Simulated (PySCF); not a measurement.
**ReOF3: other spin states, a change of charge and excitations**

How does ReOF3 respond at fixed geometry? The runs cover other spin states, a change of charge and excitations. The species was built from a template and needn't be a known compound.

Program: PySCF 2.14.0. Level of theory: BP86, Re def2-SVP with ECP60, O def2-SVP, F def2-SVP; scalar-relativistic core potentials, no spin–orbit coupling. These are calculated values, not measurements.

3 further runs of the same task are left out: 2 for a known fault of the program, 1 that didn't finish.

## (1) The system as given

5 atoms, charge 0, spin multiplicity 1.

Bond lengths: Re1–O2 1.697 Å, Re1–F3 1.840 Å, Re1–F4 1.885 Å, Re1–F5 1.840 Å. Angles: O2–Re1–F3 97.8°, O2–Re1–F4 152.0°, O2–Re1–F5 97.8°, F3–Re1–F4 89.3°, F3–Re1–F5 148.9°, F4–Re1–F5 89.3°.

As a file:

| atom | x (Å) | y (Å) | z (Å) |
| --- | --- | --- | --- |
| Re1 | 0.0472 | 0.0000 | 0.0357 |
| O2 | 1.6860 | 0.0000 | 0.4778 |
| F3 | -0.0834 | 1.7728 | -0.4396 |
| F4 | -1.7898 | 0.0000 | 0.4573 |
| F5 | -0.0834 | -1.7728 | -0.4396 |

Formal oxidation states: Re +5. An earlier session relaxed this geometry at BP86, Re def2-SVP with ECP60, O def2-SVP, F def2-SVP (singlet, point group Cs).

Its energy there is -452.992490 Eh.

## (2) Multiplicity 3 at the relaxed geometry

File run.py (the lines that set the calculation):

```python
mol = gto.M(atom='''
Re     0.04724     0.00000     0.03566
O      1.68599     0.00000     0.47776
F     -0.08340     1.77275    -0.43962
F     -1.78976     0.00000     0.45731
F     -0.08340    -1.77275    -0.43962''',
    basis={'Re': 'def2-SVP', 'O': 'def2-SVP', 'F': 'def2-SVP'},
    ecp={'Re': 'def2-SVP'},
    charge=0, spin=2)
mf = dft.UKS(mol, xc='B88,P86')
mf.grids.atom_grid = (50, 194)
mf = mf.density_fit()  # fitting sets: Re def2-universal-JKFIT, O def2-universal-JKFIT, F def2-universal-JKFIT
mf.conv_tol = 1e-08; mf.max_cycle = 55
mf.kernel(dm0)  # dm0: free metal ions and neutral atoms
```

Launch:

```sh
$ OMP_NUM_THREADS=2 python run.py
```

Log:

```text
init E= -468.628113029704
cycle= 1 E= -445.666686127683  delta_E=   23  |g|= 4.25  |ddm|= 4.09
cycle= 2 E= -428.231337447314  delta_E= 17.4  |g|=  6.2  |ddm|= 8.26
cycle= 3 E= -449.558361690061  delta_E= -21.3  |g|= 2.68  |ddm|=  7.1
cycle= 4 E= -445.62875928905  delta_E= 3.93  |g|= 3.12  |ddm|= 3.61
cycle= 5 E= -452.384258465062  delta_E= -6.76  |g|= 1.06  |ddm|= 3.08
  HOMO = -0.270175418471  LUMO = -0.267105348497  gap/eV = 0.08354
cycle= 6 E= -452.924288220915  delta_E= -0.54  |g|= 0.37  |ddm|=  1.2
  HOMO = -0.190777294921  LUMO = -0.185337094152  gap/eV = 0.14804
cycle= 7 E= -452.942236651464  delta_E= -0.0179  |g|= 0.303  |ddm|= 0.393
  HOMO = -0.212225536399  LUMO = -0.200638695412  gap/eV = 0.31529
cycle= 8 E= -452.951716166122  delta_E= -0.00948  |g|= 0.27  |ddm|= 0.176
  HOMO = -0.21187823226  LUMO = -0.20250619329  gap/eV = 0.25503
cycle= 9 E= -452.964163372627  delta_E= -0.0124  |g|= 0.203  |ddm|= 0.135
  HOMO = -0.217806333913  LUMO = -0.207124386225  gap/eV = 0.29067
cycle= 10 E= -452.97918337218  delta_E= -0.015  |g|= 0.0784  |ddm|= 0.0998
  HOMO = -0.220423696832  LUMO = -0.210006454967  gap/eV = 0.28347
cycle= 11 E= -452.981490210076  delta_E= -0.00231  |g|= 0.0168  |ddm|= 0.0605
  HOMO = -0.220193772447  LUMO = -0.210066473988  gap/eV = 0.27558
cycle= 12 E= -452.981602983707  delta_E= -0.000113  |g|= 0.00346  |ddm|= 0.0146
  HOMO = -0.220105157839  LUMO = -0.210084832985  gap/eV = 0.27267
cycle= 13 E= -452.98160810008  delta_E= -5.12e-06  |g|= 0.000758  |ddm|= 0.00269
  HOMO = -0.220131493729  LUMO = -0.210137518058  gap/eV = 0.27195
cycle= 14 E= -452.981608393944  delta_E= -2.94e-07  |g|= 0.000258  |ddm|= 0.000937
  HOMO = -0.220114724637  LUMO = -0.210134855228  gap/eV = 0.27157
cycle= 15 E= -452.981608427438  delta_E= -3.35e-08  |g|= 5.15e-05  |ddm|= 0.000276
  HOMO = -0.220113252249  LUMO = -0.210137051518  gap/eV = 0.27147
cycle= 16 E= -452.981608430755  delta_E= -3.32e-09  |g|= 1.13e-05  |ddm|= 0.000131
  HOMO = -0.220114648736  LUMO = -0.210138920658  gap/eV = 0.27145
Extra cycle  E= -452.981608430238  delta_E= 5.17e-10  |g|= 4.08e-05  |ddm|= 3.9e-05
converged SCF energy = -452.981608430238  <S^2> = 2.008683  2S+1 = 3.0057831
```

Run time: 3.5 s. Hardware: 2 threads of Intel Xeon Platinum 8375C at 2.90GHz (Ice Lake), shared host.

Result: E = -452.981608 Eh (+0.296 eV from the relaxed state), HOMO -5.99 eV, LUMO -5.72 eV (over both spins), ⟨S²⟩ = 2.009, Mulliken charge on Re1 +1.08 e. 

## (3) Multiplicity 5 at the relaxed geometry

Edit run.py (the lines that set the calculation) of step 2 so:

```diff
@@ -8,3 +8,3 @@
     ecp={'Re': 'def2-SVP'},
-    charge=0, spin=2)
+    charge=0, spin=4)
 mf = dft.UKS(mol, xc='B88,P86')
```

Launch:

```sh
$ OMP_NUM_THREADS=2 python run.py
```

Log:

```text
init E= -468.69985017554
cycle= 1 E= -445.894303583202  delta_E= 22.8  |g|= 4.14  |ddm|= 4.06
cycle= 2 E= -431.515344875875  delta_E= 14.4  |g|= 6.04  |ddm|= 8.11
cycle= 3 E= -449.953269413193  delta_E= -18.4  |g|= 2.46  |ddm|= 7.06
cycle= 4 E= -445.415520710476  delta_E= 4.54  |g|= 3.16  |ddm|= 3.85
cycle= 5 E= -452.322048698143  delta_E= -6.91  |g|= 0.964  |ddm|= 3.38
cycle= 6 E= -451.476127231133  delta_E= 0.846  |g|=  1.8  |ddm|= 2.31
cycle= 7 E= -452.694504591817  delta_E= -1.22  |g|= 0.484  |ddm|= 2.02
cycle= 8 E= -452.672706634455  delta_E= 0.0218  |g|= 0.49  |ddm|= 1.85
cycle= 9 E= -452.768574646857  delta_E= -0.0959  |g|= 0.256  |ddm|= 1.85
cycle= 10 E= -452.789691691112  delta_E= -0.0211  |g|= 0.181  |ddm|= 1.58
cycle= 11 E= -452.794183648359  delta_E= -0.00449  |g|= 0.147  |ddm|= 0.063
cycle= 12 E= -452.802495669211  delta_E= -0.00831  |g|= 0.0632  |ddm|= 0.132
cycle= 13 E= -452.804302891665  delta_E= -0.00181  |g|= 0.0108  |ddm|= 0.0714
cycle= 14 E= -452.80434843164  delta_E= -4.55e-05  |g|= 0.00501  |ddm|= 0.0108
cycle= 15 E= -452.804358588778  delta_E= -1.02e-05  |g|= 0.00173  |ddm|= 0.00462
cycle= 16 E= -452.804359862839  delta_E= -1.27e-06  |g|= 0.000299  |ddm|= 0.00204
cycle= 17 E= -452.804359898753  delta_E= -3.59e-08  |g|= 9.43e-05  |ddm|= 0.000402
cycle= 18 E= -452.804359901596  delta_E= -2.84e-09  |g|= 4.32e-05  |ddm|= 0.000121
Extra cycle  E= -452.804359865754  delta_E= 3.58e-08  |g|= 0.000276  |ddm|= 0.000707
converged SCF energy = -452.804359865754  <S^2> = 6.0069638  2S+1 = 5.0027847
```

It took 4.4 s on 2 threads of Intel Xeon Platinum 8375C at 2.90GHz (Ice Lake), shared host.

It gives: E = -452.804360 Eh (+5.119 eV from the relaxed state), HOMO -4.41 eV, LUMO -8.99 eV (over both spins), ⟨S²⟩ = 6.007, Mulliken charge on Re1 +0.94 e. An empty level of one spin lies below a filled level of the other.

## (4) One electron removed, multiplicity 2

Edit run.py (the lines that set the calculation) of step 3 so:

```diff
@@ -8,3 +8,3 @@
     ecp={'Re': 'def2-SVP'},
-    charge=0, spin=4)
+    charge=1, spin=1)
 mf = dft.UKS(mol, xc='B88,P86')
@@ -13,2 +13,2 @@
 mf.conv_tol = 1e-08; mf.max_cycle = 55
-mf.kernel(dm0)  # dm0: free metal ions and neutral atoms
+mf.kernel(dm0)  # dm0: the density of the relaxed state
```

Launch:

```sh
$ OMP_NUM_THREADS=2 python run.py
```

Log:

```text
init E= -452.995841478613
  HOMO = -0.243053377561  LUMO = -0.237043610102  gap/eV = 0.16353
cycle= 1 E= -452.567512501874  delta_E= 0.428  |g|= 0.309  |ddm|= 1.11
  HOMO = -0.622635761304  LUMO = -0.595297238948  gap/eV = 0.74392
cycle= 2 E= -451.728696696811  delta_E= 0.839  |g|=  1.5  |ddm|= 1.31
  HOMO = -0.586841268221  LUMO = -0.539572744184  gap/eV = 1.28624
cycle= 3 E= -452.588056710397  delta_E= -0.859  |g|= 0.277  |ddm|= 1.03
  HOMO = -0.560499500746  LUMO = -0.512938489309  gap/eV = 1.29420
cycle= 4 E= -452.578715137416  delta_E= 0.00934  |g|= 0.327  |ddm|= 0.379
  HOMO = -0.555181666246  LUMO = -0.506338407104  gap/eV = 1.32909
cycle= 5 E= -452.619510055291  delta_E= -0.0408  |g|= 0.0428  |ddm|= 0.214
  HOMO = -0.553802926603  LUMO = -0.503653940764  gap/eV = 1.36462
cycle= 6 E= -452.619319119158  delta_E= 0.000191  |g|= 0.0492  |ddm|= 0.0616
  HOMO = -0.552981698001  LUMO = -0.502065872856  gap/eV = 1.38549
cycle= 7 E= -452.620275030227  delta_E= -0.000956  |g|= 0.00216  |ddm|= 0.0371
  HOMO = -0.553056254213  LUMO = -0.501718064854  gap/eV = 1.39698
cycle= 8 E= -452.62028004773  delta_E= -5.02e-06  |g|= 0.000711  |ddm|= 0.00474
  HOMO = -0.553122649827  LUMO = -0.501683378527  gap/eV = 1.39973
cycle= 9 E= -452.620280781901  delta_E= -7.34e-07  |g|= 0.000278  |ddm|= 0.00195
  HOMO = -0.553148084985  LUMO = -0.501680572547  gap/eV = 1.40050
cycle= 10 E= -452.620280877754  delta_E= -9.59e-08  |g|= 8.64e-05  |ddm|= 0.000825
  HOMO = -0.553144691783  LUMO = -0.501679075156  gap/eV = 1.40045
cycle= 11 E= -452.620280883471  delta_E= -5.72e-09  |g|= 2.45e-05  |ddm|= 0.000149
  HOMO = -0.553140828502  LUMO = -0.501675590647  gap/eV = 1.40044
Extra cycle  E= -452.620280880901  delta_E= 2.57e-09  |g|= 9.02e-05  |ddm|= 8.07e-05
converged SCF energy = -452.620280880901  <S^2> = 0.7537794  2S+1 = 2.0037758
```

It took 2.6 s on 2 threads of Intel Xeon Platinum 8375C at 2.90GHz (Ice Lake), shared host.

Read off: E = -452.620281 Eh (+10.128 eV from the relaxed state), HOMO -15.05 eV, LUMO -13.65 eV (over both spins), ⟨S²⟩ = 0.754, Mulliken charge on Re1 +1.47 e. 

## (5) One electron added, multiplicity 2

Edit run.py (the lines that set the calculation) of step 4 so:

```diff
@@ -8,3 +8,3 @@
     ecp={'Re': 'def2-SVP'},
-    charge=1, spin=1)
+    charge=-1, spin=1)
 mf = dft.UKS(mol, xc='B88,P86')
```

Launch:

```sh
$ OMP_NUM_THREADS=2 python run.py
```

Log:

```text
init E= -452.995583789208
  HOMO = -0.21481314105  LUMO = -0.207625461995  gap/eV = 0.19559
cycle= 1 E= -452.998797637535  delta_E= -0.00321  |g|= 0.363  |ddm|= 1.05
  HOMO = 0.198069278629  LUMO = 0.214907712528  gap/eV = 0.45820
cycle= 2 E= -452.573001641248  delta_E= 0.426  |g|= 0.971  |ddm|= 2.12
  HOMO = 0.0702995494131  LUMO = 0.113448713169  gap/eV = 1.17415
cycle= 3 E= -453.031486135229  delta_E= -0.458  |g|= 0.322  |ddm|= 1.62
  HOMO = 0.0508174850687  LUMO = 0.0951177584533  gap/eV = 1.20547
cycle= 4 E= -453.066729272317  delta_E= -0.0352  |g|= 0.0941  |ddm|= 0.25
  HOMO = 0.0523603106869  LUMO = 0.0981238063972  gap/eV = 1.24529
cycle= 5 E= -453.068590557235  delta_E= -0.00186  |g|= 0.0703  |ddm|= 0.123
  HOMO = 0.0541000946439  LUMO = 0.10132985592  gap/eV = 1.28519
cycle= 6 E= -453.070425700512  delta_E= -0.00184  |g|= 0.00599  |ddm|= 0.0468
  HOMO = 0.0542648818247  LUMO = 0.101710423679  gap/eV = 1.29106
cycle= 7 E= -453.070441820085  delta_E= -1.61e-05  |g|= 0.00179  |ddm|= 0.00706
  HOMO = 0.0543279987481  LUMO = 0.101845014572  gap/eV = 1.29300
cycle= 8 E= -453.070442811496  delta_E= -9.91e-07  |g|= 0.00119  |ddm|= 0.00241
  HOMO = 0.0543223154151  LUMO = 0.10187401414  gap/eV = 1.29395
cycle= 9 E= -453.070443444631  delta_E= -6.33e-07  |g|= 0.000487  |ddm|= 0.0021
  HOMO = 0.0543232214682  LUMO = 0.101897980327  gap/eV = 1.29458
cycle= 10 E= -453.070443599406  delta_E= -1.55e-07  |g|= 0.000155  |ddm|= 0.00105
  HOMO = 0.0543176207585  LUMO = 0.101901264688  gap/eV = 1.29482
cycle= 11 E= -453.070443622233  delta_E= -2.28e-08  |g|= 3.49e-05  |ddm|= 0.000505
  HOMO = 0.0543121751269  LUMO = 0.101897658929  gap/eV = 1.29487
cycle= 12 E= -453.070443624514  delta_E= -2.28e-09  |g|= 1.37e-05  |ddm|= 0.000221
  HOMO = 0.0543134407602  LUMO = 0.101898989503  gap/eV = 1.29487
Extra cycle  E= -453.070443624267  delta_E= 2.47e-10  |g|= 3.39e-05  |ddm|= 7.35e-05
converged SCF energy = -453.070443624267  <S^2> = 0.75476796  2S+1 = 2.0047623
```

Wall time 2.7 s (2 threads of Intel Xeon Platinum 8375C at 2.90GHz (Ice Lake), shared host).

Result: E = -453.070444 Eh (-2.121 eV from the relaxed state), HOMO 1.48 eV, LUMO 2.77 eV (over both spins), ⟨S²⟩ = 0.755, Mulliken charge on Re1 +0.44 e. The highest filled level lies above zero; it isn't the detachment energy.

## (6) Singlet excitations, Tamm-Dancoff B3LYP

Edit run.py (the lines that set the calculation) of step 5 so:

```diff
@@ -8,4 +8,4 @@
     ecp={'Re': 'def2-SVP'},
-    charge=-1, spin=1)
-mf = dft.UKS(mol, xc='B88,P86')
+    charge=0, spin=0)
+mf = dft.RKS(mol, xc='B3LYP')
 mf.grids.atom_grid = (50, 194)
```

Launch:

```sh
$ OMP_NUM_THREADS=2 python run.py
```

Log:

```text
init E= -452.860431922455
  HOMO = -0.273498367019108  LUMO = -0.172337838858827  gap/eV = 2.75272
cycle= 1 E= -452.852430729565  delta_E= 0.008  |g|= 0.258  |ddm|= 0.331
  HOMO = -0.323310049545157  LUMO = -0.222747342952712  gap/eV = 2.73645
cycle= 2 E= -452.725094868175  delta_E= 0.127  |g|= 0.867  |ddm|= 0.736
  HOMO = -0.291890406719382  LUMO = -0.186238133940851  gap/eV = 2.87494
cycle= 3 E= -452.860742080249  delta_E= -0.136  |g|= 0.154  |ddm|= 0.581
  HOMO = -0.290317051201331  LUMO = -0.186450939543366  gap/eV = 2.82634
cycle= 4 E= -452.865391475639  delta_E= -0.00465  |g|= 0.0108  |ddm|= 0.105
  HOMO = -0.289715406377514  LUMO = -0.185462371211091  gap/eV = 2.83687
cycle= 5 E= -452.865411357551  delta_E= -1.99e-05  |g|= 0.0041  |ddm|= 0.008
  HOMO = -0.289749798341827  LUMO = -0.18541564975461  gap/eV = 2.83908
cycle= 6 E= -452.865414251199  delta_E= -2.89e-06  |g|= 0.000703  |ddm|= 0.00289
  HOMO = -0.289802707077751  LUMO = -0.185447274960961  gap/eV = 2.83966
cycle= 7 E= -452.865414361966  delta_E= -1.11e-07  |g|= 0.000162  |ddm|= 0.000798
  HOMO = -0.289793610182308  LUMO = -0.18542804335118  gap/eV = 2.83993
cycle= 8 E= -452.865414367141  delta_E= -5.18e-09  |g|= 5.95e-05  |ddm|= 0.00019
  HOMO = -0.289802726553024  LUMO = -0.185438380968773  gap/eV = 2.83990
Extra cycle  E= -452.865414357262  delta_E= 9.88e-09  |g|= 0.000234  |ddm|= 0.000206
converged SCF energy = -452.865414357262
```

Run time: 16 s. Hardware: 2 threads of Intel Xeon Platinum 8375C at 2.90GHz (Ice Lake), shared host.

Result: E = -452.865414 Eh, HOMO -7.89 eV, LUMO -5.05 eV, Mulliken charge on Re1 +1.17 e. 

Singlet excitations:

```
state  energy (eV)  oscillator strength
    1         1.01               0.0001
    2         2.13               0.0000
    3         2.52               0.0011
    4         4.68               0.0007
    5         4.79               0.0008
    6         5.21               0.0005
    7         5.62               0.0003
    8         5.66               0.0052
```

## (7) Results

| state | energy from the relaxed state (eV) | ⟨S²⟩ | time |
| --- | --- | --- | --- |
| charge 0, singlet, vacuum (relaxed) | 0 | 0.00 |  |
| charge -1, doublet, vacuum | -2.12 | 0.75 | 2.7 s |
| charge 0, triplet, vacuum | 0.30 | 2.01 | 3.5 s |
| charge 0, quintet, vacuum | 5.12 | 6.01 | 4.4 s |
| charge +1, doublet, vacuum | 10.13 | 0.75 | 2.6 s |

An electron taken off or put on is at rest in vacuum. 

In the excitation run (B3LYP), the lowest singlet lies at 1.01 eV (gaps between orbitals at other levels can't be set against it), and the brightest of the eight at 5.66 eV (f = 0.005); spin–orbit coupling would mix in triplets. Removing an electron vertically costs 10.13 eV (doublet), against −HOMO = 6.53 eV. Adding an electron vertically releases 2.12 eV (doublet). The triplet lies 0.30 eV above at this geometry. The bases are small and lack diffuse functions. Spin–orbit coupling is left out.
